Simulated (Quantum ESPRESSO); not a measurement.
GeW:

```xyz
2
Lattice="0.0000 2.5776 2.5776 2.5776 0.0000 2.5776 2.5776 2.5776 0.0000" Properties=species:S:1:pos:R:3 pbc="T T T"
Ge    2.5776    2.5776    2.5776
W     0.0000    0.0000    0.0000
```

The cell was built by a generator and needn't be a form met in nature.

* Program: Quantum ESPRESSO 7.5
* Task: phonons
* Functional: PBEsol
* Dispersion: D3(BJ)
* Potentials or basis: PseudoDojo 0.4.1 SR PBEsol standard
* Cutoff: 1061 eV
* Density cutoff: 4245 eV
* k mesh: 9 × 9 × 9
* Occupations: methfessel-paxton, width 0.2 eV
* Spin: no spin polarisation
* Mixing beta: 0.5
* Most SCF iterations: 120
* SCF threshold: 4e-10 Ry

At Γ the optical frequencies are 213 213 213 cm⁻¹, at a pressure of -10.5 GPa.

Question: How do the modes respond when the cell is scaled evenly, at fixed shape?

Answer: The highest mode has a Grüneisen parameter of 2.37 and moves by +3.3 cm⁻¹ per GPa. None of the listed modes softens on compression. The pressures give a bulk modulus of about 153 GPa.

Frequencies at 99 % and 101 % of the volume (pressures -9.0 and -12.0 GPa), ions relaxed:
| mode | 99 % (cm⁻¹) | 101 % (cm⁻¹) | Grüneisen parameter |
| --- | --- | --- | --- |
| 4 | 217.8 | 207.7 | 2.37 |
| 5 | 217.8 | 207.7 | 2.37 |
| 6 | 217.8 | 207.7 | 2.37 |

Modes are matched by their order; those that don't vary smoothly over the three volumes are left out.

Caveat: the cell is more than 3 GPa from zero pressure, which shifts response properties; pairwise dispersion overbinds metals, which lowers pressure and volume.
